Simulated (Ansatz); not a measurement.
# CH3AlOS2: one species, many methods

Aim: compute CH3AlOS2 with functionals from several rungs and with coupled cluster. The yardstick is the atomisation energy at the CCSD(T) limit.

Program: Ansatz 0.2.0, Gaussian basis. Level of theory: functionals in def2-TZVPP, the program's frozen cores in correlated methods. These are calculated values, not measurements.

Levels to be run: LDA (SPW92), PBE-D4, revPBE-D4, BLYP-D4, r2SCAN-D4, B97M-V, PBE0-D4, B3LYP-D4, r2SCANh-D4, r2SCAN0-D4, HSE06-D4, BHLYP-D4, CAM-B3LYP-D4, LC-ωPBE, ωB97X-V, ωB97M-V, B2PLYP, PBE-QIDH; CCSD(T)/def2-SVP; CCSD(T)/def2-TZVPP; MP2/def2-QZVPP; extrapolation to the limit; RPA on PBE.

**1. The geometry**

An earlier PBE0-D4 in a triple-zeta def2 set relaxation fixed the geometry.

SMILES `[SH][Al]1[O]C[S]1`, 8 atoms, charge 0, spin multiplicity 1.

Atoms are counted from 1 here; the program's logs count them from 0.

Bond lengths: S1–Al2 2.162 Å, S1–H6 1.346 Å, Al2–O3 1.719 Å, Al2–S5 2.149 Å, O3–C4 1.408 Å, C4–S5 1.879 Å, C4–H7 1.092 Å, C4–H8 1.092 Å. Angles: Al2–S1–H6 91.0°, S1–Al2–O3 130.7°, S1–Al2–S5 142.8°, O3–Al2–S5 86.5°, Al2–O3–C4 95.6°, O3–C4–S5 107.7°, O3–C4–H7 111.3°, O3–C4–H8 111.3°, S5–C4–H7 107.9°, S5–C4–H8 107.9°, H7–C4–H8 110.6°, Al2–S5–C4 70.2°.

**2. LDA**

This LDA is Slater exchange with PW92 correlation.

in.yaml reads:

```yaml
crystal:
  periodic: [false, false, false]
  atoms:
    - {symbol: S, position_ang: [1.408618, -2.242504, 1.373756]}
    - {symbol: Al, position_ang: [0.399731, -0.593350, 0.405167]}
    - {symbol: O, position_ang: [-0.323021, -0.480717, -1.150506]}
    - {symbol: C, position_ang: [-0.736549, 0.858047, -1.013479]}
    - {symbol: S, position_ang: [-0.199971, 1.451035, 0.687337]}
    - {symbol: H, position_ang: [1.626343, -1.494150, 2.471538]}
    - {symbol: H, position_ang: [-0.259777, 1.498845, -1.757869]}
    - {symbol: H, position_ang: [-1.823275, 0.945692, -1.071744]}
basis:
  gaussian: {orbitals: def2-TZVPP}
hamiltonian: {xc: lda}
output: {orbitals: {seedname: orbitals}}
```

Started as:

```bash
$ ansatz run in.yaml --threads 2 --pin off --events-out ev --progress --plain --max-ram 4352MiB
```

The runs that follow: PBE-D4 (GGA); revPBE-D4 (GGA); BLYP-D4 (GGA); r2SCAN-D4 (meta-GGA); B97M-V (meta-GGA); B3LYP-D4 (hybrid); r2SCANh-D4 (hybrid); r2SCAN0-D4 (hybrid); HSE06-D4 (hybrid); BHLYP-D4 (hybrid); CAM-B3LYP-D4 (range-separated); LC-ωPBE (range-separated); ωB97X-V (range-separated); ωB97M-V (range-separated); B2PLYP (double hybrid); PBE-QIDH (double hybrid); CCSD(T) in def2-SVP; CCSD(T) in def2-TZVPP; MP2 in def2-QZVPP; RPA on PBE orbitals.

Before running them: what should the planned runs give, taken together? Wanted: atomisation energy, CCSD(T)/CBS; farthest beyond LDA; mean size of error, GGA; mean size of error, meta-GGA; mean size of error, hybrid; mean size of error, range-separated; mean size of error, double hybrid; gap, smallest and largest; T1 diagnostic.

The runs gave:

```
                               quantity                                      value
        atomisation energy, CCSD(T)/CBS                                  30.254 eV
    functionals within 0.151 eV (0.5 %)     PBE0-D4, r2SCANh-D4, HSE06-D4, ωB97X-V
                    farthest beyond LDA                       BHLYP-D4 (-1.433 eV)
                mean size of error, GGA                                   0.403 eV
           mean size of error, meta-GGA                                   0.284 eV
             mean size of error, hybrid                                   0.384 eV
    mean size of error, range-separated                                   0.204 eV
      mean size of error, double hybrid                                   0.396 eV
              gap, smallest and largest  4.27 eV (LDA (SPW92)), 11.28 eV (LC-ωPBE)
                          T1 diagnostic                                     0.0132
triples share of the correlation energy                                      4.5 %
```

The LDA atomisation energy is off by 4.893 eV (16 %): it overbinds. PBE-D4 is off by +0.716 eV. Double hybrids carry the basis error of their MP2 part in triple zeta, and no dispersion term here, so their miss is partly the set-up's. By mean error the best rung here is range-separated (0.204 eV) and the worst beyond LDA is GGA (0.403 eV). Misses under about 0.151 eV are within the doubt on the reference itself, which lacks core-valence correlation, relativity and higher excitations. Hartree-Fock recovers 69 % of the binding; the rest is correlation. CCSD(T) in def2-SVP is off by -2.382 eV, worse than the median functional, from the basis alone. The gap grows from 4.3 to 11.3 eV across the functionals, mostly with the share of exact exchange.
